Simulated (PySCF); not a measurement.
# A gas-phase reaction: GeH4 + H2Si → GeH6Si

What reaction energy should one expect for `[GeH4]` + `[SiH2]` → `[SiH3][GeH3]`?

Programs: PySCF 2.14.0. All values are calculated, for the isolated system unless a continuum is named. Atoms count from 0, parts from 1.

## (1) Starting point

Each species was relaxed by itself at PBE0-D3(BJ)/def2-SVPD.

## (2) Energies of the species: wB97M-D3(BJ)/def2-TZVPD

What the job is given:

```
{"job": {"kind": "react", "xc": "wB97M-D3(BJ)", "basis": "def2-TZVPD"}, "charge": 0, "multiplicity": 1}
-1 GeH4 charge 0 multiplicity 1
Ge     0.018090     0.021820    -0.070700
H     -0.498920     1.466120    -0.007040
H      1.514400    -0.001780     0.272620
H     -0.752100    -0.842380     0.937930
H     -0.191020    -0.534670    -1.486310

-1 H2Si charge 0 multiplicity 1
Si    -0.011850     0.706610     0.004200
H     -1.107460    -0.366020     0.004060
H      1.084690    -0.364950    -0.011850

+1 GeH6Si charge 0 multiplicity 1
Si    -1.160200     0.031480    -0.036090
Ge     1.219250     0.000700     0.044180
H     -1.624800     0.126700    -1.452620
H     -1.684390     1.206150     0.723420
H     -1.710500    -1.218540     0.568970
H      1.775040    -1.167360    -0.789410
H      1.798010     1.311790    -0.516330
H      1.711210    -0.163430     1.493020
```

With the program's defaults for keys left out, this is: wB97M-D3(BJ)/def2-TZVPD reaction energy of separated species, gas phase.

The run is started by

```sh
$ OMP_NUM_THREADS=1 python cluster_run.py task.json out
```

This one command runs all jobs of the session in turn.

Standard output:

```text
species 1 (GeH4)
coarse grid: 17304 points
cycle   1  E = -2079.3778274807  dE = -8.510e-01  |g| = 5.595e-01  |ddm| = 1.776e+00
cycle   2  E = -2079.3805396987  dE = -2.712e-03  |g| = 5.696e-01  |ddm| = 5.997e-01
cycle   3  E = -2079.4012839255  dE = -2.074e-02  |g| = 9.827e-03  |ddm| = 2.783e-01
cycle   4  E = -2079.4013459537  dE = -6.203e-05  |g| = 3.860e-03  |ddm| = 1.989e-02
cycle   5  E = -2079.4013499233  dE = -3.970e-06  |g| = 5.220e-04  |ddm| = 7.108e-03
final grid: 34528 points
cycle   6  E = -2079.4012815219  dE = -9.504e-08  |g| = 3.801e-04  |ddm| = 1.004e-03
cycle   7  E = -2079.4012815312  dE = -9.324e-09  |g| = 3.922e-04  |ddm| = 4.816e-04
cycle   8  E = -2079.4012815414  dE = -1.014e-08  |g| = 2.229e-05  |ddm| = 1.821e-04
cycle   9  E = -2079.4012815420  dE = -5.803e-10  |g| = 3.204e-06  |ddm| = 4.930e-05
converged SCF energy = -2079.4012815420

species 2 (H2Si)
coarse grid: 11360 points
cycle   1  E = -290.6497025093  dE = -2.790e-01  |g| = 1.446e-01  |ddm| = 9.912e-01
cycle   2  E = -290.6557914599  dE = -6.089e-03  |g| = 6.003e-02  |ddm| = 2.086e-01
cycle   3  E = -290.6563140233  dE = -5.226e-04  |g| = 8.630e-03  |ddm| = 6.651e-02
cycle   4  E = -290.6563486055  dE = -3.458e-05  |g| = 2.008e-03  |ddm| = 1.938e-02
cycle   5  E = -290.6563525572  dE = -3.952e-06  |g| = 4.087e-04  |ddm| = 6.732e-03
final grid: 22672 points
cycle   6  E = -290.6563607595  dE = -2.264e-07  |g| = 1.937e-04  |ddm| = 1.542e-03
cycle   7  E = -290.6563607956  dE = -3.613e-08  |g| = 8.044e-05  |ddm| = 6.074e-04
cycle   8  E = -290.6563608015  dE = -5.909e-09  |g| = 3.430e-05  |ddm| = 2.376e-04
cycle   9  E = -290.6563608031  dE = -1.527e-09  |g| = 2.060e-06  |ddm| = 1.946e-04
cycle  10  E = -290.6563608031  dE = -4.604e-12  |g| = 5.825e-07  |ddm| = 8.807e-06
converged SCF energy = -290.6563608031

species 3 (GeH6Si)
coarse grid: 28664 points
cycle   1  E = -2370.1191861461  dE = -8.913e-01  |g| = 5.686e-01  |ddm| = 2.131e+00
cycle   2  E = -2370.1260699878  dE = -6.884e-03  |g| = 5.707e-01  |ddm| = 6.558e-01
cycle   3  E = -2370.1475524885  dE = -2.148e-02  |g| = 1.979e-02  |ddm| = 3.071e-01
cycle   4  E = -2370.1477337400  dE = -1.813e-04  |g| = 8.680e-03  |ddm| = 3.853e-02
cycle   5  E = -2370.1477556143  dE = -2.187e-05  |g| = 1.013e-03  |ddm| = 1.236e-02
cycle   6  E = -2370.1477563842  dE = -7.700e-07  |g| = 3.240e-04  |ddm| = 2.687e-03
final grid: 57200 points
cycle   7  E = -2370.1476932440  dE = -6.873e-08  |g| = 2.197e-04  |ddm| = 1.543e-03
cycle   8  E = -2370.1476932518  dE = -7.759e-09  |g| = 2.195e-04  |ddm| = 3.597e-04
cycle   9  E = -2370.1476932555  dE = -3.745e-09  |g| = 2.234e-05  |ddm| = 1.269e-04
cycle  10  E = -2370.1476932561  dE = -5.557e-10  |g| = 8.417e-06  |ddm| = 7.575e-05
converged SCF energy = -2370.1476932561

Reaction energy = -57.876 kcal/mol
```

It took 9.5 s on 1 thread of Arm Neoverse V1, shared host; peak memory 0.58 GiB.

Species by species (with the dispersion term, which the log's SCF energies lack):

| ν | species | energy (Eh) | HOMO (eV) |
| --- | --- | --- | --- |
| -1 | [GeH4] | -2079.40385 | -11.98 |
| -1 | [SiH2] | -290.65772 | -9.06 |
| +1 | [SiH3][GeH3] | -2370.15380 | -10.40 |

## (3) Energies of the species: PBE0-D3(BJ)/def2-TZVPD

Same as in step 2 but for these lines:

```diff
@@ -1,2 +1,2 @@
-{"job": {"kind": "react", "xc": "wB97M-D3(BJ)", "basis": "def2-TZVPD"}, "charge": 0, "multiplicity": 1}
+{"job": {"kind": "react", "xc": "PBE0", "basis": "def2-TZVPD", "disp": "d3bj"}, "charge": 0, "multiplicity": 1}
 -1 GeH4 charge 0 multiplicity 1
```

Method: PBE0-D3(BJ)/def2-TZVPD reaction energy of separated species, gas phase.

Standard output:

```text
species 1 (GeH4)
coarse grid: 17304 points
cycle   1  E = -2079.0959100720  dE = -7.911e-01  |g| = 5.999e-01  |ddm| = 1.756e+00
cycle   2  E = -2079.0884722080  dE =  7.438e-03  |g| = 6.795e-01  |ddm| = 6.426e-01
cycle   3  E = -2079.1188712452  dE = -3.040e-02  |g| = 1.023e-02  |ddm| = 3.530e-01
cycle   4  E = -2079.1188915009  dE = -2.026e-05  |g| = 4.743e-03  |ddm| = 1.539e-02
cycle   5  E = -2079.1188968826  dE = -5.382e-06  |g| = 1.616e-04  |ddm| = 4.897e-03
final grid: 34528 points
cycle   6  E = -2079.1188841235  dE = -9.715e-09  |g| = 1.127e-04  |ddm| = 1.630e-03
cycle   7  E = -2079.1188841235  dE =  3.502e-11  |g| = 1.524e-04  |ddm| = 2.078e-04
cycle   8  E = -2079.1188841256  dE = -2.095e-09  |g| = 9.513e-06  |ddm| = 8.127e-05
cycle   9  E = -2079.1188841256  dE = -3.047e-11  |g| = 4.420e-07  |ddm| = 1.346e-05
converged SCF energy = -2079.1188841256

species 2 (H2Si)
coarse grid: 2864 points
cycle   1  E = -290.4819116466  dE = -1.972e-01  |g| = 1.356e-01  |ddm| = 1.034e+00
cycle   2  E = -290.4851146986  dE = -3.203e-03  |g| = 7.525e-02  |ddm| = 2.311e-01
cycle   3  E = -290.4864138632  dE = -1.299e-03  |g| = 7.869e-03  |ddm| = 7.662e-02
cycle   4  E = -290.4864289316  dE = -1.507e-05  |g| = 5.302e-04  |ddm| = 8.314e-03
cycle   5  E = -290.4864290263  dE = -9.470e-08  |g| = 8.611e-05  |ddm| = 9.616e-04
final grid: 22672 points
cycle   6  E = -290.4862869342  dE = -2.071e-06  |g| = 5.902e-04  |ddm| = 3.968e-03
cycle   7  E = -290.4862869733  dE = -3.914e-08  |g| = 3.628e-04  |ddm| = 9.249e-04
cycle   8  E = -290.4862869914  dE = -1.804e-08  |g| = 1.138e-05  |ddm| = 3.009e-04
cycle   9  E = -290.4862869914  dE = -6.639e-11  |g| = 6.411e-06  |ddm| = 2.917e-05
converged SCF energy = -290.4862869914

species 3 (GeH6Si)
coarse grid: 28664 points
cycle   1  E = -2369.6815528892  dE = -8.398e-01  |g| = 6.052e-01  |ddm| = 2.075e+00
cycle   2  E = -2369.6742884583  dE =  7.264e-03  |g| = 6.839e-01  |ddm| = 6.984e-01
cycle   3  E = -2369.7059148548  dE = -3.163e-02  |g| = 2.016e-02  |ddm| = 3.872e-01
cycle   4  E = -2369.7059760369  dE = -6.118e-05  |g| = 6.531e-03  |ddm| = 2.237e-02
cycle   5  E = -2369.7059849421  dE = -8.905e-06  |g| = 7.528e-04  |ddm| = 7.727e-03
final grid: 57200 points
cycle   6  E = -2369.7059812776  dE = -1.165e-07  |g| = 6.797e-04  |ddm| = 2.366e-03
cycle   7  E = -2369.7059813114  dE = -3.375e-08  |g| = 7.362e-04  |ddm| = 1.483e-03
cycle   8  E = -2369.7059814199  dE = -1.085e-07  |g| = 1.139e-04  |ddm| = 6.410e-04
cycle   9  E = -2369.7059814217  dE = -1.745e-09  |g| = 7.276e-06  |ddm| = 9.473e-05
cycle  10  E = -2369.7059814217  dE = -1.000e-11  |g| = 1.427e-06  |ddm| = 7.517e-06
converged SCF energy = -2369.7059814217

Reaction energy = -64.644 kcal/mol
```

It took 5.4 s on 1 thread of Arm Neoverse V1, shared host; peak memory 0.56 GiB.

Reaction energy at this level: -64.64 kcal/mol.

## (4) Energies of the species: MP2/def2-TZVPD

Same as in step 3 but for these lines:

```diff
@@ -1,2 +1,2 @@
-{"job": {"kind": "react", "xc": "PBE0", "basis": "def2-TZVPD", "disp": "d3bj"}, "charge": 0, "multiplicity": 1}
+{"job": {"kind": "react", "xc": "MP2", "basis": "def2-TZVPD"}, "charge": 0, "multiplicity": 1}
 -1 GeH4 charge 0 multiplicity 1
```

With the program's defaults for keys left out, this is: MP2/def2-TZVPD reaction energy of separated species, gas phase.

Standard output:

```text
species 1 (GeH4)
final grid: 34528 points
cycle   1  E = -2077.6580043320  dE = -9.282e-01  |g| = 3.264e-01  |ddm| = 1.760e+00
cycle   2  E = -2077.6747256440  dE = -1.672e-02  |g| = 2.265e-01  |ddm| = 2.927e-01
cycle   3  E = -2077.6784912106  dE = -3.766e-03  |g| = 2.575e-02  |ddm| = 1.360e-01
cycle   4  E = -2077.6788826921  dE = -3.915e-04  |g| = 4.611e-03  |ddm| = 5.008e-02
cycle   5  E = -2077.6788909160  dE = -8.224e-06  |g| = 7.068e-04  |ddm| = 1.114e-02
cycle   6  E = -2077.6788912065  dE = -2.905e-07  |g| = 8.615e-05  |ddm| = 2.559e-03
cycle   7  E = -2077.6788912132  dE = -6.662e-09  |g| = 7.866e-06  |ddm| = 2.699e-04
cycle   8  E = -2077.6788912132  dE = -5.775e-11  |g| = 6.622e-07  |ddm| = 4.074e-05
converged SCF energy = -2077.6788912132

species 2 (H2Si)
final grid: 22672 points
cycle   1  E = -290.0128542736  dE = -3.382e-01  |g| = 1.611e-01  |ddm| = 1.000e+00
cycle   2  E = -290.0248706590  dE = -1.202e-02  |g| = 4.497e-02  |ddm| = 1.910e-01
cycle   3  E = -290.0257277198  dE = -8.571e-04  |g| = 1.411e-02  |ddm| = 8.807e-02
cycle   4  E = -290.0258519977  dE = -1.243e-04  |g| = 2.755e-03  |ddm| = 3.190e-02
cycle   5  E = -290.0258604746  dE = -8.477e-06  |g| = 6.584e-04  |ddm| = 8.493e-03
cycle   6  E = -290.0258610384  dE = -5.638e-07  |g| = 1.002e-04  |ddm| = 2.863e-03
cycle   7  E = -290.0258610485  dE = -1.013e-08  |g| = 7.900e-06  |ddm| = 5.188e-04
cycle   8  E = -290.0258610486  dE = -4.758e-11  |g| = 1.257e-06  |ddm| = 4.233e-05
converged SCF energy = -290.0258610486

species 3 (GeH6Si)
final grid: 57200 points
cycle   1  E = -2367.7538832734  dE = -9.869e-01  |g| = 3.634e-01  |ddm| = 2.077e+00
cycle   2  E = -2367.7857504447  dE = -3.187e-02  |g| = 2.314e-01  |ddm| = 3.765e-01
cycle   3  E = -2367.7908540435  dE = -5.104e-03  |g| = 4.117e-02  |ddm| = 1.673e-01
cycle   4  E = -2367.7918297051  dE = -9.757e-04  |g| = 7.952e-03  |ddm| = 7.330e-02
cycle   5  E = -2367.7918625076  dE = -3.280e-05  |g| = 1.790e-03  |ddm| = 1.498e-02
cycle   6  E = -2367.7918650003  dE = -2.493e-06  |g| = 4.569e-04  |ddm| = 4.959e-03
cycle   7  E = -2367.7918651630  dE = -1.627e-07  |g| = 6.629e-05  |ddm| = 1.225e-03
cycle   8  E = -2367.7918651668  dE = -3.780e-09  |g| = 1.242e-05  |ddm| = 2.766e-04
cycle   9  E = -2367.7918651670  dE = -1.419e-10  |g| = 3.050e-06  |ddm| = 5.298e-05
converged SCF energy = -2367.7918651670

Reaction energy = -63.098 kcal/mol
```

It took 2.5 s on 1 thread of Arm Neoverse V1, shared host; peak memory 0.41 GiB.

Reaction energy at this level: -63.10 kcal/mol.

## (5) Comparing the runs

Energies in kcal/mol, with wall time:

| run | reaction | time |
| --- | --- | --- |
| wB97M-D3(BJ)/def2-TZVPD | -57.88 | 9.5 s |
| PBE0-D3(BJ)/def2-TZVPD | -64.64 | 5.4 s |
| MP2/def2-TZVPD | -63.10 | 2.5 s |

## (6) Outcome

```
                                                quantity                      value
               reaction energy (wB97M-D3(BJ)/def2-TZVPD)            -57.88 kcal/mol
                     ΔH, ΔG at 298 K (xTB thermal terms)      -55.8, -46.9 kcal/mol
range of the reaction energy over the runs of this table  -64.64 to -57.88 kcal/mol
```

**Reading.** The reaction is exothermic by 55.8 kcal/mol in the gas phase; dispersion gives -1.37, and xTB itself gave -56.30 for the electronic energy (xTB energies and thermal terms come from the earlier relaxation of each species, not shown). No barrier was sought. The reaction energy runs from -64.64 (PBE0-D3(BJ)/def2-TZVPD) to -57.88 kcal/mol (wB97M-D3(BJ)/def2-TZVPD).
